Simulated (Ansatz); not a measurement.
# AlP: a point defect seen from the nuclei (Te on a P site)

How do the nuclei near a point defect see it? The defect is Te on a P site in AlP (cell charge 0), first unrelaxed. The cell is a supercell built from an entry of the Crystallography Open Database (COD) (the entry's cell lengths or inner coordinates differ somewhat from later room-temperature determinations). Planned: a single point, then a relaxation, then a check of algorithm with beta.

The COD entry's cell or inner coordinates are ideal or old and differ from later refinements, so a difference from it is no clean test against experiment.

Computed with Ansatz 0.2.0 (DFT, PBE, plane-wave PAW, default files, scalar-relativistic, as far as a step names no other, unless a step's input says otherwise).

## (1) Starting point

The structure is cubic, space group F-43m (No. 216). Conventional cell: a = 16.353 Å, b = 16.353 Å, c = 16.353 Å, α = 90.00°, β = 90.00°, γ = 90.00°. Around Al (site symmetry 3m) lie 1 Te at 2.36 Å and 3 P at 2.36 Å. Al (site symmetry 2mm) has 4 P at 2.36 Å as nearest neighbours. Al (site symmetry m) has 4 P at 2.36 Å as nearest neighbours. Al (site symmetry -43m) has 4 P at 2.36 Å as nearest neighbours. Al (site symmetry 3m) has 4 P at 2.36 Å as nearest neighbours. Te (site symmetry -43m) has 4 Al at 2.36 Å as nearest neighbours. P (site symmetry m) is surrounded by 4 Al at 2.36 Å. Around P (site symmetry 3m) lie 4 Al at 2.36 Å. Only part of the 10 independent sites is listed.

Structure file:

```
CELL_PARAMETERS angstrom
0.00000 8.17650 8.17650
8.17650 0.00000 8.17650
8.17650 8.17650 0.00000
ATOMIC_POSITIONS crystal
Al 0.00000 0.00000 0.00000
Al 0.00000 0.00000 0.33333
Al 0.00000 0.00000 0.66667
Al 0.00000 0.33333 0.00000
Al 0.00000 0.33333 0.33333
Al 0.00000 0.33333 0.66667
Al 0.00000 0.66667 0.00000
Al 0.00000 0.66667 0.33333
Al 0.00000 0.66667 0.66667
Al 0.33333 0.00000 0.00000
Al 0.33333 0.00000 0.33333
Al 0.33333 0.00000 0.66667
Al 0.33333 0.33333 0.00000
Al 0.33333 0.33333 0.33333
Al 0.33333 0.33333 0.66667
Al 0.33333 0.66667 0.00000
Al 0.33333 0.66667 0.33333
Al 0.33333 0.66667 0.66667
Al 0.66667 0.00000 0.00000
Al 0.66667 0.00000 0.33333
Al 0.66667 0.00000 0.66667
Al 0.66667 0.33333 0.00000
Al 0.66667 0.33333 0.33333
Al 0.66667 0.33333 0.66667
Al 0.66667 0.66667 0.00000
Al 0.66667 0.66667 0.33333
Al 0.66667 0.66667 0.66667
Te 0.08333 0.08333 0.08333
P 0.08333 0.08333 0.41667
P 0.08333 0.08333 0.75000
P 0.08333 0.41667 0.08333
P 0.08333 0.41667 0.41667
P 0.08333 0.41667 0.75000
P 0.08333 0.75000 0.08333
P 0.08333 0.75000 0.41667
P 0.08333 0.75000 0.75000
P 0.41667 0.08333 0.08333
P 0.41667 0.08333 0.41667
P 0.41667 0.08333 0.75000
P 0.41667 0.41667 0.08333
P 0.41667 0.41667 0.41667
P 0.41667 0.41667 0.75000
P 0.41667 0.75000 0.08333
P 0.41667 0.75000 0.41667
P 0.41667 0.75000 0.75000
P 0.75000 0.08333 0.08333
P 0.75000 0.08333 0.41667
P 0.75000 0.08333 0.75000
P 0.75000 0.41667 0.08333
P 0.75000 0.41667 0.41667
P 0.75000 0.41667 0.75000
P 0.75000 0.75000 0.08333
P 0.75000 0.75000 0.41667
P 0.75000 0.75000 0.75000
```

Atom 28 of the input is the impurity.

## (2) Gradients at the starting positions

input.yaml

```yaml
crystal:
  lattice:
    - [0.0, 8.1765, 8.1765]
    - [8.1765, 0.0, 8.1765]
    - [8.1765, 8.1765, 0.0]
  atoms:
    - { symbol: Al, position: [0.0, 0.0, 0.0] }
    - { symbol: Al, position: [0.0, 0.0, 0.3333333333] }
    - { symbol: Al, position: [0.0, 0.0, 0.6666666667] }
    - { symbol: Al, position: [0.0, 0.3333333333, 0.0] }
    - { symbol: Al, position: [0.0, 0.3333333333, 0.3333333333] }
    - { symbol: Al, position: [0.0, 0.3333333333, 0.6666666667] }
    - { symbol: Al, position: [0.0, 0.6666666667, 0.0] }
    - { symbol: Al, position: [0.0, 0.6666666667, 0.3333333333] }
    - { symbol: Al, position: [0.0, 0.6666666667, 0.6666666667] }
    - { symbol: Al, position: [0.3333333333, 0.0, 0.0] }
    - { symbol: Al, position: [0.3333333333, 0.0, 0.3333333333] }
    - { symbol: Al, position: [0.3333333333, 0.0, 0.6666666667] }
    - { symbol: Al, position: [0.3333333333, 0.3333333333, 0.0] }
    - { symbol: Al, position: [0.3333333333, 0.3333333333, 0.3333333333] }
    - { symbol: Al, position: [0.3333333333, 0.3333333333, 0.6666666667] }
    - { symbol: Al, position: [0.3333333333, 0.6666666667, 0.0] }
    - { symbol: Al, position: [0.3333333333, 0.6666666667, 0.3333333333] }
    - { symbol: Al, position: [0.3333333333, 0.6666666667, 0.6666666667] }
    - { symbol: Al, position: [0.6666666667, 0.0, 0.0] }
    - { symbol: Al, position: [0.6666666667, 0.0, 0.3333333333] }
    - { symbol: Al, position: [0.6666666667, 0.0, 0.6666666667] }
    - { symbol: Al, position: [0.6666666667, 0.3333333333, 0.0] }
    - { symbol: Al, position: [0.6666666667, 0.3333333333, 0.3333333333] }
    - { symbol: Al, position: [0.6666666667, 0.3333333333, 0.6666666667] }
    - { symbol: Al, position: [0.6666666667, 0.6666666667, 0.0] }
    - { symbol: Al, position: [0.6666666667, 0.6666666667, 0.3333333333] }
    - { symbol: Al, position: [0.6666666667, 0.6666666667, 0.6666666667] }
    - { symbol: Te, position: [0.0833333333, 0.0833333333, 0.0833333333], spin: 1.0 }
    - { symbol: P, position: [0.0833333333, 0.0833333333, 0.4166666667] }
    - { symbol: P, position: [0.0833333333, 0.0833333333, 0.75] }
    - { symbol: P, position: [0.0833333333, 0.4166666667, 0.0833333333] }
    - { symbol: P, position: [0.0833333333, 0.4166666667, 0.4166666667] }
    - { symbol: P, position: [0.0833333333, 0.4166666667, 0.75] }
    - { symbol: P, position: [0.0833333333, 0.75, 0.0833333333] }
    - { symbol: P, position: [0.0833333333, 0.75, 0.4166666667] }
    - { symbol: P, position: [0.0833333333, 0.75, 0.75] }
    - { symbol: P, position: [0.4166666667, 0.0833333333, 0.0833333333] }
    - { symbol: P, position: [0.4166666667, 0.0833333333, 0.4166666667] }
    - { symbol: P, position: [0.4166666667, 0.0833333333, 0.75] }
    - { symbol: P, position: [0.4166666667, 0.4166666667, 0.0833333333] }
    - { symbol: P, position: [0.4166666667, 0.4166666667, 0.4166666667] }
    - { symbol: P, position: [0.4166666667, 0.4166666667, 0.75] }
    - { symbol: P, position: [0.4166666667, 0.75, 0.0833333333] }
    - { symbol: P, position: [0.4166666667, 0.75, 0.4166666667] }
    - { symbol: P, position: [0.4166666667, 0.75, 0.75] }
    - { symbol: P, position: [0.75, 0.0833333333, 0.0833333333] }
    - { symbol: P, position: [0.75, 0.0833333333, 0.4166666667] }
    - { symbol: P, position: [0.75, 0.0833333333, 0.75] }
    - { symbol: P, position: [0.75, 0.4166666667, 0.0833333333] }
    - { symbol: P, position: [0.75, 0.4166666667, 0.4166666667] }
    - { symbol: P, position: [0.75, 0.4166666667, 0.75] }
    - { symbol: P, position: [0.75, 0.75, 0.0833333333] }
    - { symbol: P, position: [0.75, 0.75, 0.4166666667] }
    - { symbol: P, position: [0.75, 0.75, 0.75] }
magnetization:
  spin_polarized: true
kpoints:
  mp_grid: { grid: [2, 2, 2] }
scf:
  occupations: { method: fermi_dirac, width: 0.01 }
hamiltonian:
  xc: pbe
  pseudopotentials: { kind: paw }
output:
  forces: true
  stress: true
  populations: true
  efg: { quadrupole_moments_barn: { Al: 0.1466 }, contact_densities: true }
```

Launch:

```
ansatz run input.yaml --threads 4 --pin off --max-ram 8192MiB --backend cpu --events-out ev --progress --plain --runs-dir out
```

What it wrote:

```text
Warning: RAYON_NUM_THREADS=4 ignored (pool sized by the plan → 4); use --threads N
Te: output.efg is read without spin–orbit coupling, which moves field gradients at and beside such atoms by some per cent and up to a factor of two; PAW files take it under magnetization.noncollinear and magnetization.spin_orbit
Engine: ansatz 0.2.0, aarch64-unknown-linux-gnu
Pseudopotentials: kind: paw
Pseudopotential: Al, paw, valence charge 3, recommended cutoff 420 eV (normal), Al.paw.azcp
Pseudopotential: Te, paw, valence charge 16, recommended cutoff 420 eV (normal), Te.paw.azcp
Pseudopotential: P, paw, valence charge 5, recommended cutoff 420 eV (normal), P.paw.azcp
Functional definition: PBE
  parameter kappa = 0.804
  parameter beta = 0.06672455060314922
  exchange = pbe_x(kappa = kappa, mu = beta*pi^2/3)
  correlation = pbe_c(beta = beta)
Crystal: 54 atoms, lattice volume = 1093.282 Å³
Basis set: ecut = 420 eV, 21331 PW (Γ), exchange–correlation on 160×160×160 points (8 copies of the dense FFT grid, shifted against one another)
Bands: 168, of which v1, the nominal top of the filled ones, is band 114 counted from 1 (113 counted from 0)
Symmetry: 24 space group operations
Space group: F-43m (ITA 216), of the structure as read, at distance tolerance 1.0e-4 Å
Magnetic group: BNS 216.74 (UNI 1576), of the structure as read, at distance tolerance 1.0e-4 Å
k-points: 3 of 8
Non-local potential: Al, projectors of the file, l = 0: 2, l = 1: 2, l = 2: 1
Non-local potential: Te, projectors of the file, l = 0: 2, l = 1: 2, l = 2: 2, l = 3: 2
Non-local potential: P, projectors of the file, l = 0: 2, l = 1: 2, l = 2: 2
PAW form: soft (Blöchl's): semilocal exchange-correlation on the pseudo side does not see the compensation charge
PAW one-centre angular grid: Al, 110 points (default); XC on 64 Gauss nodes
PAW one-centre angular grid: Te, 590 points (default); XC on 64 Gauss nodes
PAW one-centre angular grid: P, 110 points (default); XC on 64 Gauss nodes
Initial density: superposition of atomic densities (chi_scale 0.1, normalization cell)
Starting moments: Σ|m| = 1 μB on 1 of 54 sites
Initial wavefunctions: pseudopotential atomic-orbital guess
Functional: x = pbe(κ = 0.804, μ = 0.2195149727645171), c = pbe(β = 0.06672455060314922)
SCF iter   1: F=—  HF=-41179.883629 eV  |F-HF|=—  |Δ(HF+E_count)|=         —  Δρ=2.53e-2 (↑2.53e-2 ↓2.48e-2)  dr2=3.57e1  dr2_m=6.57e-1  M=0.106 μB ∫|m|=0.145 μB  β_m=0.30  ethr=3.10e-3  ⟨swp⟩=8.3  Hψ=5319  notcnv=0  defer=83
preconditioner: auto → Resta (q_TF=auto, 2.099 Å⁻¹)  ε∞=4.5  [insulator: Δε(μ)=0.599 eV  Ē_g=8.881 eV  σ=0.010 eV  W_gap=0.71  n_scr=168 (ndim 8)  ℏωp=16.5 eV  f_vac=0.000  D(μ)=21.50/eV (n_scr^D=136)  ε∞_Penn≈4.5]
spin=Collinear: Resta preconditioning applied to the charge; magnetization (m = ρ↑ − ρ↓) channel mixes plain (no charge-response kernel on spin).
SCF iter   2: F=—  HF=-41174.329011 eV  |F-HF|=—  |Δ(HF+E_count)|=    5.55e0  Δρ=1.79e-2 (↑1.79e-2 ↓1.76e-2)  dr2=1.64e1  dr2_m=3.26e-1  M=0.122 μB ∫|m|=0.143 μB  β_m=0.30  ethr=3.10e-3  ⟨swp⟩=4.0  Hψ=1959  notcnv=0  defer=224
SCF iter   3: F=—  HF=-41170.214316 eV  |F-HF|=—  |Δ(HF+E_count)|=    4.11e0  Δρ=6.27e-3 (↑6.07e-3 ↓6.27e-3)  dr2=8.31e-1  dr2_m=1.61e-1  M=0.136 μB ∫|m|=0.146 μB  β_m=0.30  ethr=3.10e-3  ⟨swp⟩=4.0  Hψ=1864  notcnv=0  defer=232
[... 5 lines left out ...]
spin-set hold released at iteration 7 (site moments contracting): the magnetisation degrees of freedom join the quasi-Newton model from the next iteration; the mixer history was flushed
[... 5 lines left out ...]
SCF iter  13: F=—  HF=-41170.228991 eV  |F-HF|=—  |Δ(HF+E_count)|=   2.31e-6  Δρ=1.22e-6 (↑1.22e-6 ↓1.03e-6)  dr2=1.61e-8  dr2_m=1.12e-8  M=0.214 μB ∫|m|=0.227 μB  β_m=0.98  ethr=3.04e-11  ⟨swp⟩=7.2  Hψ=4411  notcnv=0
SCF iter  14: F=—  HF=-41170.228991 eV  |F-HF|=—  |Δ(HF+E_count)|=   1.50e-7  Δρ=2.54e-7 (↑2.54e-7 ↓2.30e-7)  dr2=2.11e-9  dr2_m=3.60e-10  M=0.215 μB ∫|m|=0.228 μB  β_m=0.98  ethr=7.07e-12  ⟨swp⟩=4.7  Hψ=3274  notcnv=0
[... 97 lines left out ...]
            electrostatic potential = -1493.666334 V   contact ρ = 16017.320875 e/Å³   contact ρ_s (e/Å³): all electrons +0.053187, valence +0.051856
  atom  35  P  V_zz =    +1.024510   η = 0.0756   by run symmetry: allowed
            electrostatic potential = -1493.666334 V   contact ρ = 16017.320875 e/Å³   contact ρ_s (e/Å³): all electrons +0.053187, valence +0.051856
  atom  36  P  V_zz =    -0.223491   η = 0.0000   by run symmetry: allowed
            electrostatic potential = -1493.801392 V   contact ρ = 16017.215534 e/Å³   contact ρ_s (e/Å³): all electrons +0.006380, valence +0.006291
  atom  37  P  V_zz =    +1.024510   η = 0.0756   by run symmetry: allowed
            electrostatic potential = -1493.666334 V   contact ρ = 16017.320875 e/Å³   contact ρ_s (e/Å³): all electrons +0.053187, valence +0.051856
  atom  38  P  V_zz =    -0.214809   η = 0.0000   by run symmetry: allowed
            electrostatic potential = -1493.802438 V   contact ρ = 16017.213103 e/Å³   contact ρ_s (e/Å³): all electrons +0.003146, valence +0.003179
  atom  39  P  V_zz =    +1.024510   η = 0.0756   by run symmetry: allowed
            electrostatic potential = -1493.666334 V   contact ρ = 16017.320875 e/Å³   contact ρ_s (e/Å³): all electrons +0.053187, valence +0.051856
  atom  40  P  V_zz =    -0.214809   η = 0.0000   by run symmetry: allowed
            electrostatic potential = -1493.802438 V   contact ρ = 16017.213103 e/Å³   contact ρ_s (e/Å³): all electrons +0.003146, valence +0.003179
  atom  41  P  V_zz =    -0.214809   η = 0.0000   by run symmetry: allowed
            electrostatic potential = -1493.802438 V   contact ρ = 16017.213103 e/Å³   contact ρ_s (e/Å³): all electrons +0.003146, valence +0.003179
  atom  42  P  V_zz =    -0.083280   η = 0.0633   by run symmetry: allowed
            electrostatic potential = -1493.833865 V   contact ρ = 16017.187858 e/Å³   contact ρ_s (e/Å³): all electrons +0.000173, valence +0.000285
  atom  43  P  V_zz =    +1.024510   η = 0.0756   by run symmetry: allowed
            electrostatic potential = -1493.666334 V   contact ρ = 16017.320875 e/Å³   contact ρ_s (e/Å³): all electrons +0.053187, valence +0.051856
  atom  44  P  V_zz =    -0.083280   η = 0.0633   by run symmetry: allowed
            electrostatic potential = -1493.833865 V   contact ρ = 16017.187858 e/Å³   contact ρ_s (e/Å³): all electrons +0.000173, valence +0.000285
  atom  45  P  V_zz =    -0.083280   η = 0.0633   by run symmetry: allowed
            electrostatic potential = -1493.833865 V   contact ρ = 16017.187858 e/Å³   contact ρ_s (e/Å³): all electrons +0.000173, valence +0.000285
  atom  46  P  V_zz =    +1.024510   η = 0.0756   by run symmetry: allowed
            electrostatic potential = -1493.666334 V   contact ρ = 16017.320875 e/Å³   contact ρ_s (e/Å³): all electrons +0.053187, valence +0.051856
  atom  47  P  V_zz =    +1.024510   η = 0.0756   by run symmetry: allowed
            electrostatic potential = -1493.666334 V   contact ρ = 16017.320875 e/Å³   contact ρ_s (e/Å³): all electrons +0.053187, valence +0.051856
  atom  48  P  V_zz =    -0.223491   η = 0.0000   by run symmetry: allowed
            electrostatic potential = -1493.801392 V   contact ρ = 16017.215534 e/Å³   contact ρ_s (e/Å³): all electrons +0.006380, valence +0.006291
  atom  49  P  V_zz =    +1.024510   η = 0.0756   by run symmetry: allowed
            electrostatic potential = -1493.666334 V   contact ρ = 16017.320875 e/Å³   contact ρ_s (e/Å³): all electrons +0.053187, valence +0.051856
  atom  50  P  V_zz =    -0.083280   η = 0.0633   by run symmetry: allowed
            electrostatic potential = -1493.833865 V   contact ρ = 16017.187858 e/Å³   contact ρ_s (e/Å³): all electrons +0.000173, valence +0.000285
  atom  51  P  V_zz =    -0.083280   η = 0.0633   by run symmetry: allowed
            electrostatic potential = -1493.833865 V   contact ρ = 16017.187858 e/Å³   contact ρ_s (e/Å³): all electrons +0.000173, valence +0.000285
  atom  52  P  V_zz =    -0.223491   η = 0.0000   by run symmetry: allowed
            electrostatic potential = -1493.801392 V   contact ρ = 16017.215534 e/Å³   contact ρ_s (e/Å³): all electrons +0.006380, valence +0.006291
  atom  53  P  V_zz =    -0.083280   η = 0.0633   by run symmetry: allowed
            electrostatic potential = -1493.833865 V   contact ρ = 16017.187858 e/Å³   contact ρ_s (e/Å³): all electrons +0.000173, valence +0.000285
  atom  54  P  V_zz =    -0.223491   η = 0.0000   by run symmetry: allowed
            electrostatic potential = -1493.801392 V   contact ρ = 16017.215534 e/Å³   contact ρ_s (e/Å³): all electrons +0.006380, valence +0.006291
--- Band table (eV; the first three rows and the last of 6) ---
[... 4 lines left out ...]
--- Löwdin populations: 54 sites ---
  site symbol       q [e]    m [muB]
[... 54 lines left out ...]
  spilling = 0.007724 (of n_electrons = 227.000000)
```

Wall time 41 s (4 threads of Arm Neoverse V2, shared host); peak memory 3.9 GiB.

State: no gap over 0.1 eV on the mesh, largest force 3.903 eV/Å, pressure 4.1 GPa, net moment 0.22 μB.

The printed gradients, by site:

```csv
site,atoms,distance from the defect (Å),V_zz (10²¹ V/m²),η,C_Q (MHz)
Te,28,0.00,0.00,–,–
Al1,"1, 2, 4, 10",2.36,0.95,0.00,3.36 (²⁷Al)
P29,"29, 30, 31, 33, …",3.85,1.02,0.08,–
Al5,"5, 6, 8, 11, …",4.52,-0.11,0.66,-0.383 (²⁷Al)
P42,"42, 44, 45, 50, …",5.45,-0.083,0.06,–
Al3,"3, 7, 9, 19, …",5.94,-0.20,0.73,-0.703 (²⁷Al)
P36,"36, 48, 52, 54",6.68,-0.22,0.00,–
P32,"32, 38, 40, 41",6.68,-0.21,0.00,–
Al18,"18, 24, 26, 27",7.08,0.023,0.00,0.082 (²⁷Al)
Al14,14,7.08,0.00,–,0 (²⁷Al)
```

C_Q = eQV_zz/h, which is 24.18 MHz for Q = 1 b and V_zz = 10²¹ V/m²; η = (V_xx − V_yy)/V_zz. Nuclear quadrupole moments: year-2017 set (Pyykkö). A dash under C_Q marks elements without a common quadrupolar isotope.

Direction of the V_zz axis (Cartesian unit vector):

```csv
site,atom,x,y,z
Al1,1,0.58,0.58,0.58
Al3,3,-0.71,0.71,0.00
Al5,5,-0.14,0.70,0.70
P29,29,0.68,0.68,0.27
P32,32,-0.58,0.58,0.58
P36,36,-0.58,0.58,0.58
P42,42,0.71,-0.71,0.00
```

[end of part 1 of 3]
